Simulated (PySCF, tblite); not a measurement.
# C₆H₇FOP₂Si: geometry, infrared bands and NMR shifts

Aim: predict the infrared bands and NMR shifts of C₆H₇FOP₂Si (`CC(=O)c1pcpc([SiH3])c1F`).

Computed with tblite 0.8.0 and PySCF 2.14.0, with density-fitted response routines of our own, on a single molecule in the gas phase. Atoms are numbered from 0 throughout.

**1. The starting structure**

18 atoms, charge 0, multiplicity 1; geometry from: force field or distance geometry start.

Bonds of the start (Å): C0–C1 1.50, C1–O2 1.27, C1–C3 1.47, C3–P4 1.72, P4–C5 1.74, C5–P6 1.73, P6–C7 1.74, C7–Si8 1.87, C7–C9 1.37, C9–F10 1.37, C9–C3 1.38, C0–H11 1.12, C0–H12 1.11, C0–H13 1.12, C5–H14 1.09, Si8–H15 1.49, Si8–H16 1.45, Si8–H17 1.47.

**2. Geometry optimisation with GFN2-xTB**

The job: settings as JSON, then the geometry in Å.

```
{"job": {"kind": "relax", "xc": "GFN2-xTB", "basis": "xTB"}, "charge": 0, "multiplicity": 1}
C      2.736300    -0.890100    -0.277300
C      2.202100     0.508900    -0.216400
O      3.088600     1.420300    -0.273100
C      0.774500     0.812900    -0.074500
P      0.405300     2.495200     0.001100
C     -1.275400     2.922100     0.156900
P     -2.269800     1.506900     0.230400
C     -1.486100    -0.039700     0.141900
Si    -2.608300    -1.530600     0.224000
C     -0.133100    -0.220700     0.009700
F      0.287900    -1.527600    -0.055300
H      2.453800    -1.372300     0.688200
H      3.841000    -0.843500    -0.417200
H      2.301200    -1.421100    -1.165800
H     -1.639100     3.948800     0.211100
H     -3.782700    -1.325600    -0.663000
H     -1.857700    -2.715100    -0.149900
H     -3.047300    -1.722500     1.617400
```

On the command line:

```console
$ OMP_NUM_THREADS=1 python probes_run.py task.json out
```

The driver reads the jobs from task.json and runs them one after another.

**Question.** This job is followed by: GFN2-xTB harmonic vibrations, gas phase; GIAO PBE0/pcSseg-1 NMR shielding, non-relativistic, gas phase. What will the session give for the following? strongest single infrared mode (GFN2-xTB); zero-point energy (GFN2-xTB); ¹³C shifts against TMS (PBE0/pcSseg-1); ¹H shifts against TMS (PBE0/pcSseg-1, means over atoms taken as alike); ¹⁷O shifts against H2O (PBE0/pcSseg-1); ³¹P shifts against H3PO4 (PBE0/pcSseg-1); ²⁹Si shifts against TMS (PBE0/pcSseg-1); ¹⁹F shifts against CFCl3 (PBE0/pcSseg-1).

As calculated:

| quantity | value |
| --- | --- |
| strongest single infrared mode (GFN2-xTB) | 788 cm⁻¹, 524 km/mol |
| zero-point energy (GFN2-xTB) | 68.0 kcal/mol |
| ¹³C shifts against TMS (PBE0/pcSseg-1) | 202.6, 196.3, 175.4, 157.8, 156.5, 34.0 ppm |
| ¹H shifts against TMS (PBE0/pcSseg-1, means over atoms taken as alike) | 10.77, 4.89, 2.89 ppm |
| ¹⁷O shifts against H2O (PBE0/pcSseg-1) | 657.5 ppm |
| ³¹P shifts against H3PO4 (PBE0/pcSseg-1) | 339.4, 339.3 ppm |
| ²⁹Si shifts against TMS (PBE0/pcSseg-1) | -74.0 ppm |
| ¹⁹F shifts against CFCl3 (PBE0/pcSseg-1) | -57.9 ppm |

The optimisation took 109 steps and gained 1.231 eV; among the close pairs (by a distance rule), C1–O2 changed most, from 1.273 to 1.216 Å. All 48 modes are real, so the xTB geometry is a minimum. The strongest single mode, at 788 cm⁻¹, moves mainly H15, H16 and H17. Unscaled tight-binding wavenumbers are off by several per cent, some by more. Its intensities can rank the bands wrongly. C1 (ketone carbonyl carbon) lies farthest downfield among carbon, at 202.6 ppm; low-lying n→π* states of the double bond to the heteroatom give a large paramagnetic term (-262 ppm). At PBE0/pcSseg-1: The widest tensor belongs to O2: span 1204 ppm, with a paramagnetic part of -718 ppm. NICS(1)zz of -22 ppm above the planar ring from C3 marks a diatropic (aromatic) ring current.
